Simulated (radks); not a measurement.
**Nuclear size and the levels of Te²⁺**

One table from this session's results is given with a row withheld; the runs are named, their logs left out.

Method: Dirac Kohn-Sham, BLYP, spin-unpolarised, spherical densities, finite nucleus; open shells fill j = l - 1/2 first. Code: radks (a radial shooting solver on a logarithmic mesh, Libxc functionals) version 1.

### The system

```
element            : tellurium (Z = 52)
charge             : +2
electrons          : 50
configuration      : [Kr] 4d10 5s2 5p2
nuclear rms radius : 4.7423 fm
```

Set-up of the first run:

The run's settings:

```text
Z 52
configuration [Kr] 4d10 5s2 5p2 6s0 4f0
relativity Dirac
functional b88,lyp
spin unpolarised
j_filling energy
nucleus finite rms 4.7423 fm
c 137.035999084
```

Steps of the session up to this table: rms radius 4.7423 fm.

One of the session's tables, all rows but one given; the rest of the session is left out.

It belongs to the step «rms radius 4.7423 fm». Radial moments (bohr):

```
level     <r>  outermost maximum (interpolated)  90 % within  nodes
4p1/2  0.8012                             0.721         1.17      2
4p3/2  0.8299                             0.746         1.22      2
4d3/2  0.9622                             0.805         1.47      1
4d5/2  0.9742                             0.814         1.49      1
5s1/2   1.979                              1.75         2.87      4
5p1/2   2.299                              1.99         3.37      3
5p3/2   2.382                              2.07         3.49      3
6s1/2       ?                                 ?            ?      ?
```

**Question.** Estimate the row for 6s1/2.

The run gave: <r>: 4.558; outermost maximum (interpolated): 4.26; 90 % within: 6.46; nodes: 5. In the column «<r>» it is the highest.
